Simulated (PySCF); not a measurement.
# CH7PSSi: the cost of one run

Computed with PySCF 2.14.0, with density-fitted response routines of our own, on a single molecule in the gas phase. Atoms count from 0, in the outputs and in this text.

## Step 1: The molecule as given

11 atoms, charge 0, multiplicity 1; geometry from: GFN2-xTB. The atoms were then displaced at random by about 0.01 Å, so the start is not that level's minimum.

Bonds of the start (Å): C0–S1 1.81, S1–Si2 2.13, Si2–P3 2.28, C0–H4 1.10, C0–H5 1.05, C0–H6 1.10, Si2–H7 1.45, Si2–H8 1.44, P3–H9 1.36, P3–H10 1.37.

## Step 2: Geometry optimisation at PBE0-D3(BJ)/def2-SVP

What the job is given:

```
{"job": {"xc": "PBE0", "basis": "def2-SVP", "d3": "d3bj", "grid": 1, "shake": 0.01, "kind": "geom"}, "charge": 0, "multiplicity": 1}
C     -2.234840    -0.129810     0.081440
S     -0.840470     0.789110     0.770040
Si     0.729760    -0.242420    -0.237600
P      2.719650     0.492080     0.596260
H     -2.272250     0.001860    -1.011960
H     -2.194020    -1.147730     0.345600
H     -3.136340     0.336200     0.510380
H      0.633420    -1.662720     0.061990
H      0.552140    -0.044230    -1.652040
H      3.421320    -0.120330    -0.389390
H      2.659750     1.702160    -0.050470
```

The run is started by

```sh
$ OMP_NUM_THREADS=1 python probes_run.py task.json out
```

This one command runs all jobs of the session in turn.

**Question.** How long does this first job take on 1 thread of Arm Neoverse N1, shared host, and how much memory does it need?

About 38 s, with a peak of 0.42 GiB.
